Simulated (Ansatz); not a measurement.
# Cl2H2O2Zr: a dynamics run in two tries

Wanted: a short trajectory, and a check that the input is sound.

All numbers below are computed with Ansatz 0.2.0 (RHF/def2-SVP).

## Step 1: The structure to begin with

Bond lengths: Zr1–O2 1.898 Å, O2–H3 0.941 Å, Zr1–O4 1.898 Å, O4–H5 0.941 Å, Zr1–Cl6 2.395 Å, Zr1–Cl7 2.395 Å. Angles: Zr1–O2–H3 178.2°, O2–Zr1–O4 110.3°, O2–Zr1–Cl6 109.1°, O2–Zr1–Cl7 109.1°, O4–Zr1–Cl6 109.1°, O4–Zr1–Cl7 109.1°, Cl6–Zr1–Cl7 110.2°, Zr1–O4–H5 177.9°.

As a file:

```xyz
7

Zr   -0.1575   -0.1403   -0.0695
O    -0.3601   -0.1394    1.8173
H    -0.4319   -0.1427    2.7555
O     1.6715   -0.3406   -0.5340
H     2.5863   -0.4412   -0.7301
Cl   -0.9669    1.9373   -0.9452
Cl   -1.4043   -1.9665   -0.9907
```

## Step 2: First try

input.yaml

```yaml
crystal:
  periodic: [false, false, false]
  atoms:
    - { symbol: Zr, position_ang: [-0.157503, -0.140317, -0.069465] }
    - { symbol: O, position_ang: [-0.360108, -0.13944, 1.817285] }
    - { symbol: H, position_ang: [-0.431865, -0.142704, 2.755531] }
    - { symbol: O, position_ang: [1.671469, -0.340557, -0.533988] }
    - { symbol: H, position_ang: [2.58626, -0.441247, -0.73008] }
    - { symbol: Cl, position_ang: [-0.966856, 1.937284, -0.945166] }
    - { symbol: Cl, position_ang: [-1.404297, -1.966519, -0.990717] }
basis:
  gaussian: { orbitals: def2-SVP }
hamiltonian:
  xc: hf
md:
  timestep: 0.5
  n_steps: 25
  ensemble: nvt_langevin
  temperature: 1000.0
  initial_velocities: maxwell_boltzmann
  seed: 862761
  masses: [{ species: H, mass: 10.0 }]
  temperature_schedule: [{ n_steps: 500, end_temperature: 100.0 }]
```

Command:

```console
$ ansatz run input.yaml --threads 1 --pin off --max-ram 2048MiB --backend cpu --events-out ev --progress --plain --runs-dir out
```

What does the calculation give? Wanted: first try.

**Answer**, as computed:

| quantity | value |
| --- | --- |
| first try | refused |
| cause | the schedule's stages add up to more steps than the run has |

**Reading.** The fault in the first input was caught at the input check and cost nothing.
